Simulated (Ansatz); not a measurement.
# Ir (fcc type): the cost of one run

Computed with Ansatz 0.2.0 (DFT, PBEsol, PAW with Ansatz's default frozen-core files, scalar-relativistic, unless a step's input says otherwise).

**1. Starting point**

It takes space group Fm-3m (No. 225, cubic). Conventional cell: a = 3.839 Å, b = 3.839 Å, c = 3.839 Å, α = 90.00°, β = 90.00°, γ = 90.00°. Ir (site symmetry m-3m) has 12 Ir at 2.71 Å as nearest neighbours.

Coordinates:

```cif
data_structure
_symmetry_space_group_name_H-M 'Fm-3m'
_symmetry_Int_Tables_number 225
_cell_length_a 3.8395
_cell_length_b 3.8395
_cell_length_c 3.8395
_cell_angle_alpha 90.000
_cell_angle_beta 90.000
_cell_angle_gamma 90.000
_cell_volume 56.60
loop_
_atom_site_label
_atom_site_type_symbol
_atom_site_symmetry_multiplicity
_atom_site_Wyckoff_symbol
_atom_site_fract_x
_atom_site_fract_y
_atom_site_fract_z
_atom_site_occupancy
Ir1 Ir 4 a 0.00000 0.00000 0.00000 1
```

The file gives the conventional cell by its symmetry; the runs use the cell typed in the input.

**2. Bulk cell relaxed, PAW**

input.yaml

```yaml
crystal:
  lattice:
    - [0.0, 1.9197388244, 1.9197388244]
    - [1.9197388244, 0.0, 1.9197388244]
    - [1.9197388244, 1.9197388244, 0.0]
  atoms:
    - { symbol: Ir, position: [0.0, 0.0, 0.0] }
kpoints:
  mp_grid: { grid: [19, 19, 19] }
scf:
  occupations: { method: fermi_dirac, width: 0.05 }
hamiltonian:
  xc: pbesol
  pseudopotentials: { kind: paw }
output:
  forces: true
  stress: true
relax:
  f_tol: 0.005
  max_steps: 40
  cell: {}
```

The run is started by

```bash
$ ansatz run input.yaml --threads 2 --pin off --max-ram 4096MiB --backend cpu --events-out ev --progress --plain --runs-dir out
```

Q: Estimate wall time and peak memory on 2 threads of Intel Xeon 6975P-C (Granite Rapids), shared host.

About 2.4 s, with a peak of 0.35 GiB.
